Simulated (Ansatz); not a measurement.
# CH3Cl2FOSW: taking an electron away

One table from this session's results is given with a row withheld; the runs are named, their logs left out.

The runs use Ansatz 0.2.0, Gaussian basis; unrestricted cation, the program's frozen cores in correlated methods.

Plan: UKS PBE-D4/def2-TZVPP; UKS r2SCAN-D4/def2-TZVPP; UKS PBE0-D4/def2-TZVPP; UKS B3LYP-D4/def2-TZVPP; UKS wB97X-V/def2-TZVPP; UKS wB97M-V/def2-TZVPP; UKS B2PLYP/def2-TZVPP; UHF-CCSD(T)/def2-TZVPP; UHF-MP2/def2-QZVPP; extrapolation to the limit; then −ε(HOMO) from the neutral's earlier runs with LDA (SPW92), PBE-D4, revPBE-D4, BLYP-D4, r2SCAN-D4, B97M-V, PBE0-D4, B3LYP-D4, r2SCANh-D4, r2SCAN0-D4, HSE06-D4, BHLYP-D4, CAM-B3LYP-D4, LC-ωPBE, ωB97X-V, ωB97M-V.

## The relaxed structure

All runs share one geometry, relaxed beforehand with PBE0-D4 in a triple-zeta def2 set. W takes the def2 core potential; no spin-orbit term is included.

SMILES `C[O][W]([F])(=[S])([Cl])[Cl]`, 10 atoms, charge 0, spin multiplicity 1.

Atoms are counted from 1 here; the program's logs count them from 0.

Bond lengths: C1–O2 1.398 Å, C1–H8 1.093 Å, C1–H9 1.095 Å, C1–H10 1.091 Å, O2–W3 1.839 Å, W3–F4 1.867 Å, W3–S5 2.099 Å, W3–Cl6 2.292 Å, W3–Cl7 2.312 Å. Angles: O2–C1–H8 110.2°, O2–C1–H9 108.8°, O2–C1–H10 108.6°, H8–C1–H9 109.6°, H8–C1–H10 109.7°, H9–C1–H10 109.8°, C1–O2–W3 144.1°, O2–W3–F4 88.2°, O2–W3–S5 104.6°, O2–W3–Cl6 151.3°, O2–W3–Cl7 85.3°, F4–W3–S5 106.8°, F4–W3–Cl6 84.8°, F4–W3–Cl7 147.4°, S5–W3–Cl6 104.0°, S5–W3–Cl7 105.8°, Cl6–W3–Cl7 85.8°.

Set-up of the first run:

in.yaml

```yaml
crystal:
  periodic: [false, false, false]
  atoms:
    - {symbol: C, position_ang: [0.450244, -1.721752, -0.196019]}
    - {symbol: O, position_ang: [-0.037555, -0.469836, -0.582508]}
    - {symbol: W, position_ang: [-0.408558, 1.231581, 0.007714]}
    - {symbol: F, position_ang: [-2.209776, 0.747663, 0.082989]}
    - {symbol: S, position_ang: [-0.176824, 2.443828, -1.690275]}
    - {symbol: Cl, position_ang: [-0.952475, 2.708009, 1.674337]}
    - {symbol: Cl, position_ang: [1.675522, 1.138159, 1.003228]}
    - {symbol: H, position_ang: [-0.294287, -2.247936, 0.406818]}
    - {symbol: H, position_ang: [1.364674, -1.579453, 0.390182]}
    - {symbol: H, position_ang: [0.672136, -2.301462, -1.093366]}
basis:
  gaussian: {orbitals: def2-TZVPP}
total_charge: 1
magnetization: {spin_polarized: true, initial_magnetization: 1}
hamiltonian: {xc: pbe, dispersion: d4}
```

On the command line:

```console
$ ansatz run in.yaml --threads 2 --pin off --events-out ev --progress --plain --max-ram 32768MiB --backend cuda --devices 0, --max-vram 18GiB
```

Steps of the session up to this table: Cation, UKS PBE-D4/def2-TZVPP; Cation, UKS r2SCAN-D4/def2-TZVPP; Cation, UKS PBE0-D4/def2-TZVPP; Cation, UKS B3LYP-D4/def2-TZVPP; Cation, UKS wB97X-V/def2-TZVPP; Cation, UKS wB97M-V/def2-TZVPP; Cation, UKS B2PLYP (frozen core)/def2-TZVPP; Cation, UHF-CCSD(T)/def2-TZVPP; Cation, UHF-MP2/def2-QZVPP.

One table of the session follows, with a row left open; its other results are not shown here.

For comparison, −ε(HOMO) of the neutral from earlier runs:

```
  functional  −ε(HOMO) (eV)
 LDA (SPW92)           7.19
      PBE-D4           7.04
   revPBE-D4           6.98
     BLYP-D4           6.86
   r2SCAN-D4           7.37
      B97M-V           7.44
     PBE0-D4           8.31
    B3LYP-D4           8.05
  r2SCANh-D4           7.83
  r2SCAN0-D4           8.53
    HSE06-D4           7.91
    BHLYP-D4           9.41
CAM-B3LYP-D4           9.57
     LC-ωPBE              ?
     ωB97X-V          10.56
     ωB97M-V          10.40
```

Q: Estimate the row for LC-ωPBE from the others.

**Answer.** −ε(HOMO) (eV): 10.89. In the column «−ε(HOMO) (eV)» it is the highest.
